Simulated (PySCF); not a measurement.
# C3H8SeSi: the cost of one run

Programs: PySCF 2.14.0, with density-fitted response routines of our own. Each step states its level of theory. These are calculated values for one molecule in the gas phase, unless marked as measured. Atoms count from 0, in the outputs and in this text.

## 1. The molecule as given

13 atoms, charge 0, multiplicity 1; geometry from: GFN2-xTB. The atoms were then displaced at random by about 0.01 Å, so the start is not that level's minimum.

Bonds of the start (Å): C0–C1 1.35, C1–C2 1.51, C1–Si3 1.91, Si3–Se4 2.26, C0–H5 1.07, C0–H6 1.06, C2–H7 1.07, C2–H8 1.07, C2–H9 1.07, Si3–H10 1.44, Si3–H11 1.48, Se4–H12 1.41.

## 2. Relaxing the molecule at PBE0-D3(BJ)/def2-SVP

Job settings and geometry (Å):

```
{"job": {"xc": "PBE0", "basis": "def2-SVP", "d3": "d3bj", "grid": 1, "shake": 0.01, "kind": "geom"}, "charge": 0, "multiplicity": 1}
C      0.128380    -0.920150     1.520180
C     -0.291100    -0.335300     0.379880
C     -1.351930    -0.957410    -0.497940
Si     0.434070     1.315950    -0.248880
Se     2.127680     2.049950     1.052970
H      0.852860    -0.439720     2.147360
H     -0.294300    -1.830760     1.867610
H     -1.668520    -1.889930    -0.076220
H     -0.935130    -1.135740    -1.465980
H     -2.181930    -0.282540    -0.587300
H      0.901380     1.164600    -1.602470
H     -0.571870     2.395970    -0.152220
H      2.856220     0.848220     1.016900
```

Launch:

```console
$ OMP_NUM_THREADS=1 python probes_run.py task.json out
```

This one command runs all jobs of the session in turn.

**Question.** How long does this first job take on 1 thread of Arm Neoverse V1, shared host, and how much memory does it need?

About 97 s, with a peak of 0.51 GiB.
